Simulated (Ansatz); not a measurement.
# CH5AlBN (SMILES [BH2][AlH][CH]=N): single points off equilibrium

The atoms stand at a structure displaced at random from a GFN2-xTB minimum. How far do the functionals agree with CCSD(T) there?

Program: Ansatz 0.2.0, Gaussian basis. Level of theory: single points in def2-TZVPP. These are calculated values, not measurements.

Cores are frozen in the correlated methods.

**1. The system as given**

SMILES `[BH2][AlH][CH]=N`, 9 atoms, charge 0, spin multiplicity 1.

Atoms are counted from 1 here; the program's logs count them from 0.

Bond lengths: B1–Al2 2.077 Å, B1–H5 1.221 Å, B1–H6 1.103 Å, Al2–C3 2.084 Å, Al2–H7 1.626 Å, C3–N4 1.287 Å, C3–H8 1.080 Å, N4–H9 0.987 Å. Angles: Al2–B1–H5 119.2°, Al2–B1–H6 122.9°, H5–B1–H6 117.6°, B1–Al2–C3 132.0°, B1–Al2–H7 123.9°, C3–Al2–H7 103.8°, Al2–C3–N4 111.9°, Al2–C3–H8 133.6°, N4–C3–H8 113.5°, C3–N4–H9 116.6°.

As a file:

| atom | x (Å) | y (Å) | z (Å) |
| --- | --- | --- | --- |
| B1 | -0.8997 | 2.0017 | 0.6339 |
| Al2 | 0.2896 | 0.3617 | 0.1764 |
| C3 | -0.1608 | -1.5045 | -0.6352 |
| N4 | 0.8729 | -2.2700 | -0.6834 |
| H5 | -2.0647 | 2.0128 | 0.2693 |
| H6 | -0.5017 | 2.9173 | 1.1020 |
| H7 | 1.8665 | 0.2491 | 0.5573 |
| H8 | -1.0162 | -1.9014 | -1.1621 |
| H9 | 1.7350 | -1.8644 | -0.4269 |

**2. CCSD(T)/def2-TZVPP**

Contents of run/in.yaml:

```yaml
crystal:
  periodic: [false, false, false]
  atoms:
    - {symbol: B, position_ang: [-0.899700, 2.001700, 0.633900]}
    - {symbol: Al, position_ang: [0.289600, 0.361700, 0.176400]}
    - {symbol: C, position_ang: [-0.160800, -1.504500, -0.635200]}
    - {symbol: N, position_ang: [0.872900, -2.270000, -0.683400]}
    - {symbol: H, position_ang: [-2.064700, 2.012800, 0.269300]}
    - {symbol: H, position_ang: [-0.501700, 2.917300, 1.102000]}
    - {symbol: H, position_ang: [1.866500, 0.249100, 0.557300]}
    - {symbol: H, position_ang: [-1.016200, -1.901400, -1.162100]}
    - {symbol: H, position_ang: [1.735000, -1.864400, -0.426900]}
basis:
  gaussian: {orbitals: def2-TZVPP}
correlation: {method: ccsd_t}
output: {forces: true}
```

Run with:

```sh
$ ansatz run in.yaml --threads 8 --pin off --events-out ev --progress --plain --max-ram 10444MiB
```

**3. PBE0-D4/def2-TZVPP**

run/in.yaml: that of step 2 with these lines changed.

```diff
@@ -14,3 +14,3 @@
   gaussian: {orbitals: def2-TZVPP}
-correlation: {method: ccsd_t}
-output: {forces: true}
+hamiltonian: {xc: pbe0, dispersion: d4}
+output: {forces: true, orbitals: {seedname: orbitals}}
```

**4. wB97M-V/def2-TZVPP**

run/in.yaml: that of step 3 with these lines changed.

```diff
@@ -14,3 +14,3 @@
   gaussian: {orbitals: def2-TZVPP}
-hamiltonian: {xc: pbe0, dispersion: d4}
-output: {forces: true, orbitals: {seedname: orbitals}}
+hamiltonian: {xc: {name: wB97M-V}}
+output: {forces: true}
```

**5. r2SCAN-D4/def2-TZVPP**

run/in.yaml: that of step 4 with these lines changed.

```diff
@@ -14,3 +14,3 @@
   gaussian: {orbitals: def2-TZVPP}
-hamiltonian: {xc: {name: wB97M-V}}
+hamiltonian: {xc: r2scan, dispersion: d4}
 output: {forces: true}
```

**6. PBE-D4/def2-TZVPP**

run/in.yaml: that of step 5 with these lines changed.

```diff
@@ -14,3 +14,3 @@
   gaussian: {orbitals: def2-TZVPP}
-hamiltonian: {xc: r2scan, dispersion: d4}
+hamiltonian: {xc: pbe, dispersion: d4}
 output: {forces: true}
```

**7. SPW92/def2-TZVPP**

run/in.yaml: that of step 6 with these lines changed.

```diff
@@ -14,3 +14,3 @@
   gaussian: {orbitals: def2-TZVPP}
-hamiltonian: {xc: pbe, dispersion: d4}
+hamiltonian: {xc: lda}
 output: {forces: true}
```

**8. LC-wPBE/def2-TZVPP**

run/in.yaml: that of step 7 with these lines changed.

```diff
@@ -14,3 +14,3 @@
   gaussian: {orbitals: def2-TZVPP}
-hamiltonian: {xc: lda}
+hamiltonian: {xc: {name: LC-wPBE}}
 output: {forces: true}
```

(Steps that only read results are left out.)

Before running it: what results should come out? Wanted: energy less free atoms, CCSD(T)/def2-TZVPP; RMS force component; RMS force error; HOMO and LUMO, PBE0-D4; T1 diagnostic.

The runs gave:

| quantity | value |
| --- | --- |
| energy less free atoms, CCSD(T)/def2-TZVPP | -2787.5 kJ/mol |
| RMS force component | 1.123 to 1.244 eV/Å over the methods |
| RMS force error | PBE0-D4 0.312, wB97M-V 0.280, r2SCAN-D4 0.222, PBE-D4 0.209, SPW92 0.415, LC-wPBE 0.377 eV/Å |
| HOMO and LUMO, PBE0-D4 | -6.27 and -3.45 eV |
| T1 diagnostic | 0.012 |

In words: Against CCSD(T) the functionals' energies less atoms differ by -475.5 to -78.3 kJ/mol, PBE-D4 by -142.4 kJ/mol. CCSD(T) in triple zeta still lacks some correlation energy of the bonds, so part of these gaps is its own basis error and they don't rank the functionals. The forces of PBE-D4 come nearest to CCSD(T), those of SPW92 are farthest. Frozen-core CCSD(T) forces in triple zeta carry basis errors of their own, and this is one geometry, so small gaps rank nothing. The restricted Hartree–Fock reference is unstable towards an unrestricted one at one or more of these structures.
